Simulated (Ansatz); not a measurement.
**Si3C3N8: the cell at several levels of theory**

Cell and atoms of Si3C3N8 built on the beta-nitride host prototype are relaxed in turn with PBE and r2SCAN. This is a trial cell built on a prototype, not taken from a measured structure, and it needn't be the compound's ground state.

Code: Ansatz 0.2.0. PAW datasets, plane waves, zero pressure. The structure was generated, not taken from experiment, and needn't be the ground state; spin polarisation is off.

## Step 1: The structure to begin with

The symmetry is P-6 (No. 174, hexagonal); a = 7.242 Å, c = 2.767 Å in the conventional setting, 8.97 Å³ an atom. Near C stand 4 N at 1.65 Å; near Si stand 4 N at 1.65 Å; near N stand 3 C at 1.65 Å; near N stand 3 Si at 1.65 Å; near N stand 1 C at 1.65 Å and 2 Si at 1.65 Å.

Coordinates:

```
CELL_PARAMETERS angstrom
7.24160 0.00000 0.00000
-3.62080 6.27141 0.00000
0.00000 0.00000 2.76654
ATOMIC_POSITIONS crystal
C 0.23108 0.82495 0.50000
Si 0.40614 0.23108 0.00000
Si 0.82495 0.59386 0.00000
C 0.17505 0.40614 0.50000
C 0.59386 0.76892 0.50000
Si 0.76892 0.17505 0.00000
N 0.33333 0.66667 0.50000
N 0.66667 0.33333 0.00000
N 0.96919 0.66985 0.50000
N 0.29934 0.96919 0.00000
N 0.66985 0.70066 0.00000
N 0.33015 0.29934 0.50000
N 0.03081 0.33015 0.00000
N 0.70066 0.03081 0.50000
```

## Step 2: PBE: cell and atoms

File input.yaml:

```yaml
crystal:
  lattice:
    - [7.24160027, 0.0, 0.0]
    - [-3.62080013, 6.2714098, 0.0]
    - [0.0, 0.0, 2.76654185]
  atoms:
    - { symbol: C, position: [0.23108243, 0.82494615, 0.5] }
    - { symbol: Si, position: [0.40613628, 0.23108243, 0.0] }
    - { symbol: Si, position: [0.82494615, 0.59386372, 0.0] }
    - { symbol: C, position: [0.17505385, 0.40613628, 0.5] }
    - { symbol: C, position: [0.59386372, 0.76891757, 0.5] }
    - { symbol: Si, position: [0.76891757, 0.17505385, 0.0] }
    - { symbol: "N", position: [0.33333333, 0.66666667, 0.5] }
    - { symbol: "N", position: [0.66666667, 0.33333333, 0.0] }
    - { symbol: "N", position: [0.96919449, 0.6698534, 0.5] }
    - { symbol: "N", position: [0.29934109, 0.96919449, 0.0] }
    - { symbol: "N", position: [0.6698534, 0.70065891, 0.0] }
    - { symbol: "N", position: [0.3301466, 0.29934109, 0.5] }
    - { symbol: "N", position: [0.03080551, 0.3301466, 0.0] }
    - { symbol: "N", position: [0.70065891, 0.03080551, 0.5] }
kpoints:
  mp_grid: { grid: [6, 6, 8] }
hamiltonian:
  xc: pbe
scf:
  occupations: { method: fermi_dirac, width: 0.02 }
relax:
  f_tol: 0.005
  cell: {}
```

After this run come: r2SCAN: cell and atoms.

**Question.** What will these runs give? Wanted: for each run, a; c; volume; space group; SCF geometries.

The runs gave:

```
 level  a (Å)  c (Å)  volume (Å³/atom)  space group  SCF geometries
   PBE  7.084  2.683             8.327          P-6              15
r2SCAN  7.042  2.668             8.186          P-6               8
```

What this shows: The first relaxation changed the volume by -7.2 % from the start. r2SCAN gives the smallest cell and PBE the largest; they differ by 1.7 % in volume, a mean of 0.6 % in length.
